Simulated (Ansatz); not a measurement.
# SnSe: further runs on the relaxed cell

The task here is to estimate one member of a computed series from the others.

Program: Ansatz 0.2.0. Level of theory: DFT LDA, scalar-relativistic, plane waves, PAW. These are calculated values, not measurements.

1 further run of the same task is left out (set aside as unsound or not needed).

### Starting point

It takes space group Fm-3m (No. 225, cubic). Conventional cell: a = 5.893 Å, b = 5.893 Å, c = 5.893 Å, α = 90.00°, β = 90.00°, γ = 90.00°. Sn (site symmetry m-3m) has 6 Se at 2.95 Å as nearest neighbours. Se (site symmetry m-3m) has 6 Sn at 2.95 Å as nearest neighbours.

Coordinates:

```
CELL_PARAMETERS angstrom
0.00000 2.94665 2.94665
2.94665 0.00000 2.94665
2.94665 2.94665 0.00000
ATOMIC_POSITIONS crystal
Sn 0.00000 0.00000 0.00000
Se 0.50000 0.50000 0.50000
```

It is the result of an earlier relaxation at this level (volume 25.58 Å³/atom; gap on the mesh: 0.78 eV).

Set-up of the first run:

The input, input.yaml:

```yaml
crystal:
  lattice:
    - [0.0, 2.9466477692, 2.9466477692]
    - [2.9466477692, 0.0, 2.9466477692]
    - [2.9466477692, 2.9466477692, 0.0]
  atoms:
    - { symbol: Sn, position: [0.0, 0.0, 0.0] }
    - { symbol: Se, position: [0.5, 0.5, 0.5] }
basis:
  ecutwfc: 420
kpoints:
  mp_grid: { grid: [8, 8, 8] }
  band_path:
    path:
      - [[0.0, 0.0, 0.0], [0.5, 0.0, 0.5], [0.625, 0.25, 0.625]]
      - [[0.375, 0.375, 0.75], [0.0, 0.0, 0.0], [0.5, 0.5, 0.5], [0.5, 0.25, 0.75], [0.5, 0.0, 0.5]]
    npoints: 14
hamiltonian:
  xc: lda
scf:
  occupations: { method: gaussian, width: 0.02 }
  n_extra_bands: 6
output:
  forces: true
  stress: true
  eigenvalues: true
  populations: true
  dos: { projected: true, de: 0.02, nscf_kmesh: { grid: [12, 12, 12] } }
  bader: true
  write_density: true
  write_potential: true
  elf: true
  volumetric_format: npy
```

On the command line:

```
> ansatz run input.yaml --threads 1 --pin off --max-ram 2560MiB --backend cpu --events-out ev --progress --plain --runs-dir out
```

Among the steps run: Electronic structure at the relaxed geometry; Seeking the band edges over the whole zone; Levels beside the edges; Volume × 0.97; Point at V/V0 = 1.03; Volume × 0.94; Point at V/V0 = 1.06.

One of the session's tables, all rows but one given; the rest of the session is left out.

It belongs to the step «Fit of the equation of state». 

```
volume (Å³/atom)  energy above the lowest point (meV/atom)  pressure (GPa)  gap on the mesh (eV)
          24.050                                      19.2            4.25                  0.68
          24.817                                       4.5            1.95                  0.73
          25.585                                       0.0           -0.01                  0.78
          26.353                                         ?               ?                     ?
          27.120                                      15.7           -3.11                  0.63
```

Estimate the missing values for volume (Å³/atom) = 26.353.

Worked estimate for «energy above the lowest point (meV/atom)». A straight line through the neighbours (25.585, 0.0) and (27.120, 15.7) gives 0.0 + (15.7 − 0.0) × (26.353 − 25.585) / (27.120 − 25.585) = 7.9; a parabola fitted to 3 rows on both sides gives 3.7.

**Answer.** energy above the lowest point (meV/atom): 4.2; pressure (GPa): -1.68; gap on the mesh (eV): 0.74. In «energy above the lowest point (meV/atom)» the line misses by +3.7 and the parabola by -0.5.

To keep in mind: Warnings in the runs' records: gap smaller between mesh points, band edges overlap.
